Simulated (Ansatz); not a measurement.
MgS, space group F-43m, a short molecular-dynamics run

Program: Ansatz 0.2.0, Python API.

The script, `md.py`:
```python
"""Short molecular dynamics of MgS."""

from dataclasses import dataclass
import warnings

import ansatz as az
from ase import Atoms
from ase.neighborlist import neighbor_list
import numpy as np


@dataclass
class RunConfig:
    vdw: str = "d3bjatm"
    occupations: str = "fixed"
    scf_tol: float = 1e-05
    max_scf: int = 80
    n_steps: int = 20
    temperature_k: int = 300


settings = RunConfig()

warnings.simplefilter("ignore", az.DeckWarning)

mgs = (
    az.Lattice.fcc(5.66624)
    .space_group(216)
    .atom("Mg", [0.0, 0.0, 0.0])
    .atom("S", [0.25, 0.25, 0.25])
    .primitive()
)

# a coarse mesh keeps each step cheap
job = (
    mgs.supercell(2, 2, 1).calculation()
    .functional(az.Functional.PBESOL, dispersion=settings.vdw)
    .pseudopotentials("nc")
    .accuracy("low")
    .kpoints(2, shift=0.5)
    .occupations(settings.occupations)
    .scf(tolerance=settings.scf_tol, max_iterations=settings.max_scf)
    .md("nve", timestep=8.0, steps=settings.n_steps, temperature=settings.temperature_k, initial_velocities="maxwell_boltzmann", seed=451)
)
steps = []


def follow(event):
    if event["event"] != "md_step":
        return
    row = event["data"]
    steps.append(row)
    print(f"t = {row['time_fs']:6.1f} fs  E_pot = {row['lagrangian_ev']:.4f} eV  E_kin = {row['e_kin_ev']:.4f} eV  T = {row['temperature_k']:7.1f} K")


result = job.session().plan(threads=1).execute(on_event=follow)
rep = result.report

temperature = np.array([s["temperature_k"] for s in steps])
print(f"mean temperature of the second half {temperature[len(steps) // 2 :].mean():.1f} K")

track = np.array([s["positions_ang"] for s in steps])
names = np.array([site.symbol for site in result.lattice.sites])
for name in sorted(set(names)):
    msd = ((track[:, names == name] - track[0, names == name]) ** 2).sum(axis=2).mean(axis=1)
    print(f"mean square displacement of {name} (A^2):", np.round(msd[:: max(len(msd) // 6, 1)], 4))

symbols = [site.symbol for site in result.lattice.sites]
pairs = np.concatenate([neighbor_list("d", Atoms(symbols, positions=s["positions_ang"], cell=result.lattice.cell_ang, pbc=True), 4.5) for s in steps[len(steps) // 2 :]])
counts, edges = np.histogram(pairs, bins=np.arange(0.5, 4.51, 0.25))
for low, count in zip(edges, counts / (len(symbols) * len(steps[len(steps) // 2 :]))):
    print(f"{low:4.2f}-{low + 0.25:4.2f} A  {count:6.2f} neighbours an atom")
```

Running `python md.py` prints:
```text
t =    0.0 fs  E_pot = -7667.7697 eV  E_kin = 0.2714 eV  T =   300.0 K
t =    8.0 fs  E_pot = -7667.7310 eV  E_kin = 0.2350 eV  T =   259.7 K
t =   16.0 fs  E_pot = -7667.6493 eV  E_kin = 0.1581 eV  T =   174.7 K
t =   24.0 fs  E_pot = -7667.5970 eV  E_kin = 0.1084 eV  T =   119.8 K
t =   32.0 fs  E_pot = -7667.6126 eV  E_kin = 0.1216 eV  T =   134.4 K
t =   40.0 fs  E_pot = -7667.6629 eV  E_kin = 0.1679 eV  T =   185.6 K
t =   48.0 fs  E_pot = -7667.6871 eV  E_kin = 0.1903 eV  T =   210.3 K
t =   56.0 fs  E_pot = -7667.6552 eV  E_kin = 0.1597 eV  T =   176.5 K
t =   64.0 fs  E_pot = -7667.5861 eV  E_kin = 0.0937 eV  T =   103.5 K
t =   72.0 fs  E_pot = -7667.5271 eV  E_kin = 0.0372 eV  T =    41.2 K
t =   80.0 fs  E_pot = -7667.5179 eV  E_kin = 0.0282 eV  T =    31.2 K
t =   88.0 fs  E_pot = -7667.5606 eV  E_kin = 0.0684 eV  T =    75.6 K
t =   96.0 fs  E_pot = -7667.6177 eV  E_kin = 0.1225 eV  T =   135.3 K
t =  104.0 fs  E_pot = -7667.6431 eV  E_kin = 0.1468 eV  T =   162.2 K
t =  112.0 fs  E_pot = -7667.6210 eV  E_kin = 0.1264 eV  T =   139.7 K
t =  120.0 fs  E_pot = -7667.5785 eV  E_kin = 0.0869 eV  T =    96.1 K
t =  128.0 fs  E_pot = -7667.5622 eV  E_kin = 0.0723 eV  T =    79.9 K
t =  136.0 fs  E_pot = -7667.5966 eV  E_kin = 0.1050 eV  T =   116.0 K
t =  144.0 fs  E_pot = -7667.6565 eV  E_kin = 0.1615 eV  T =   178.5 K
t =  152.0 fs  E_pot = -7667.6913 eV  E_kin = 0.1947 eV  T =   215.2 K
t =  160.0 fs  E_pot = -7667.6773 eV  E_kin = 0.1821 eV  T =   201.3 K
mean temperature of the second half 130.1 K
mean square displacement of Mg (A^2): [0.     0.0131 0.024  0.0392 0.0344 0.0358 0.0294]
mean square displacement of S (A^2): [0.     0.0064 0.0172 0.0331 0.0402 0.0328 0.0198]
0.50-0.75 A    0.00 neighbours an atom
0.75-1.00 A    0.00 neighbours an atom
1.00-1.25 A    0.00 neighbours an atom
1.25-1.50 A    0.00 neighbours an atom
1.50-1.75 A    0.00 neighbours an atom
1.75-2.00 A    0.00 neighbours an atom
2.00-2.25 A    0.00 neighbours an atom
2.25-2.50 A    3.23 neighbours an atom
2.50-2.75 A    0.77 neighbours an atom
2.75-3.00 A    0.00 neighbours an atom
3.00-3.25 A    0.00 neighbours an atom
3.25-3.50 A    0.00 neighbours an atom
3.50-3.75 A    0.02 neighbours an atom
3.75-4.00 A    4.64 neighbours an atom
4.00-4.25 A    7.23 neighbours an atom
4.25-4.50 A    1.55 neighbours an atom
```

What to keep in mind:
- The settings weren't tested for convergence.
- The k-point mesh is coarse, and energy and stress weren't tested for convergence.
- The program warned that this SCF threshold is loose for forces or stresses.
- This cell is a computed structure, which may not be the phase found in nature.
- A small cell, a coarse mesh and a very short run: it shows the set-up and gives no equilibrium averages.
- The script silences the warnings on its input, which a real study should read.
- Wall time of the script: 3.1 min on 1 thread of Arm Neoverse V1, on a shared host, peak memory 0.81 GiB.
